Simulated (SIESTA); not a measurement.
Crystal: In3SbTe4.

```
Te Sb In
1.0
    -4.17012    4.17012    3.60657
     4.17012   -4.17012    3.60657
     4.17012    4.17012   -3.60657
Te Sb In
4 1 3
Direct
  0.44095 0.55905 0.50000
  0.05905 0.94095 0.50000
  0.55905 0.05905 0.11810
  0.94095 0.44095 0.88190
  0.00000 0.00000 0.00000
  0.00000 0.50000 0.50000
  0.50000 0.00000 0.50000
  0.50000 0.50000 0.00000
```

The cell comes from a database or a generator and needn't be the stable form of this composition.

| Property | Result |
| --- | --- |
| Program | SIESTA 5.4.2 |
| Task | single point |
| Functional | PBE |
| Potentials or basis | PseudoDojo 0.4 standard (PBE files) |
| Basis | DZP (energy shift 0.003 Ry; two zetas on semicore shells) |
| Grid cutoff | 500 Ry |
| Energy shift | 0.003 Ry |
| k mesh | 5 × 5 × 5 |
| Occupations | fermi-dirac, width 0.05 eV |
| Spin | no spin polarisation |

On this cell: pressure 0.7 GPa; largest force 0.274 eV/Å; band gap on the k mesh none (metal or under the smearing width).

The same run follows on a disturbed copy (atoms moved at random, drawn with an rms of 0.05 Å):

```
CELL_PARAMETERS angstrom
-4.17012 4.17012 3.60657
4.17012 -4.17012 3.60657
4.17012 4.17012 -3.60657
ATOMIC_POSITIONS crystal
Te 0.43430 0.55290 0.50052
Te 0.05895 0.93680 0.49857
Te 0.55456 0.05391 0.11446
Te 0.93995 0.43730 0.87822
Sb 0.00469 0.00579 0.00565
In 0.00636 0.50190 0.50587
In 0.48842 0.98706 0.48991
In 0.50901 0.50001 0.00167
```

Task: What does the disturbed cell give?

Result: The energy (extrapolated to zero smearing) moves by +4.8 meV/atom; pressure 0.8 GPa; largest force 0.558 eV/Å; band gap on the k mesh none (metal or under the smearing width).

Forces in eV/Å, atoms in the order of the input:
```
Te  -0.408  0.348  0.156
Te   0.339 -0.309 -0.096
Te  -0.098 -0.080  0.163
Te   0.149  0.181 -0.244
Sb  -0.006 -0.016  0.028
In  -0.038 -0.273 -0.312
In   0.050  0.180  0.326
In   0.012 -0.032 -0.021
```

Stress tensor (GPa, compression positive):
```
 0.46 -0.39 -0.55
-0.39  0.45 -0.23
-0.55 -0.23  1.59
```

Caveats: the basis of atomic orbitals isn't converged, which shifts pressures, moduli and gaps.
